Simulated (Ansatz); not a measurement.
# CH5AlSSi: the cost of one run

All numbers are computed with Ansatz 0.2.0, driven from Python. Level of theory: PBE/def2-SVPD.

## Step 1: Starting point

Bond lengths: S1–Al2 2.216 Å, Al2–C3 1.929 Å, Al2–Si4 2.390 Å, C3–Si4 1.792 Å, S1–H5 1.436 Å, C3–H6 1.119 Å, C3–H7 1.140 Å, Si4–H8 1.471 Å, Si4–H9 1.543 Å. Angles (14 of 16 angles, heavy atoms first): S1–Al2–C3 154.6°, S1–Al2–Si4 157.8°, C3–Al2–Si4 47.6°, Al2–C3–Si4 79.8°, Al2–Si4–C3 52.6°, Al2–S1–H5 93.3°, Al2–C3–H6 116.4°, Al2–C3–H7 117.6°, Si4–C3–H6 113.7°, Si4–C3–H7 114.3°, Al2–Si4–H8 105.6°, Al2–Si4–H9 106.0°, C3–Si4–H8 119.5°, C3–Si4–H9 119.5°.

ch5alssi.xyz, read by the script:

```xyz
9

S    -1.34290    1.08500   -2.61370
Al   -0.32490    0.25040   -0.83070
C     1.19320   -0.08220    0.31250
Si   -0.07180   -0.99640    1.19230
H    -1.71730    2.29500   -1.93700
H     2.00300   -0.72880   -0.11040
H     1.62190    0.80170    0.89090
H    -0.33860   -2.39700    0.83030
H    -0.93410   -0.27380    2.24870
```

## Step 2: The script

energy_ch5alssi.py reads:

```python
# -*- coding: utf-8 -*-
"""Single point of CH5AlSSi."""

from pathlib import Path
import warnings

import ansatz as az

BASIS = "def2-SVPD"
XC = "pbe"

warnings.simplefilter("ignore", az.DeckWarning)

ch5alssi = az.Crystal.molecule_from_extxyz("ch5alssi.xyz")

base = (
    ch5alssi.calculation()
    .basis(gaussian=BASIS)
    .functional(XC)
    .orbitals()
)
outcome = base.run(threads=1, runs_dir="ch5alssi_runs")
report = outcome.report

for key in ("converged", "free_energy_ev", "reference_energy_ev", "n_frozen", "n_occupied", "n_virtual"):
    print(f"{key:22s} {report[key]}")

field = report["mean_field"]
print("<S^2> =", round(abs(field["state"]["spin_squared"]), 4), " all-electron relativity setting:", field["relativity"])
print("passes:", field["passes"])
if "symmetry" in field:
    print("occupied orbitals by irrep:", field["symmetry"]["occupied"])

lines = Path(report["orbitals_path"]).read_text().splitlines()
field_of = lambda key: [line.split("=")[1].strip() for line in lines if line.startswith(key)]
orbitals = [(27.211386 * float(e), s, float(n)) for e, s, n in zip(field_of("Ene="), field_of("Spin="), field_of("Occup="))]
homo = max(e for e, _, n in orbitals if n > 0.5)
lumo = min(e for e, _, n in orbitals if n < 0.5)
for e, spin, n in sorted(orbitals):
    if homo - 15 < e < lumo + 5:
        print(f"{spin:6s} {e:10.3f} eV  occupation {n:.0f}")
```

## Step 3: What the engine is handed

The package turns the script's settings into the engine's input:

```yaml
crystal:
  periodic: [false, false, false]
  atoms:
    - { symbol: S, position_ang: [-1.3429, 1.085, -2.6137] }
    - { symbol: Al, position_ang: [-0.3249, 0.2504, -0.8307] }
    - { symbol: C, position_ang: [1.1932, -0.0822, 0.3125] }
    - { symbol: Si, position_ang: [-0.0718, -0.9964, 1.1923] }
    - { symbol: H, position_ang: [-1.7173, 2.295, -1.937] }
    - { symbol: H, position_ang: [2.003, -0.7288, -0.1104] }
    - { symbol: H, position_ang: [1.6219, 0.8017, 0.8909] }
    - { symbol: H, position_ang: [-0.3386, -2.397, 0.8303] }
    - { symbol: H, position_ang: [-0.9341, -0.2738, 2.2487] }
basis:
  gaussian:
    orbitals: def2-SVPD
hamiltonian:
  xc: pbe
output:
  orbitals: {}
```

## Step 4: Running it

On the command line:

```
$ python energy_ch5alssi.py
```

**Question.** How long does this script take on 1 thread of Arm Neoverse V1, shared host, and how much memory does it need?

About 4.8 s, with a peak of 0.23 GiB.
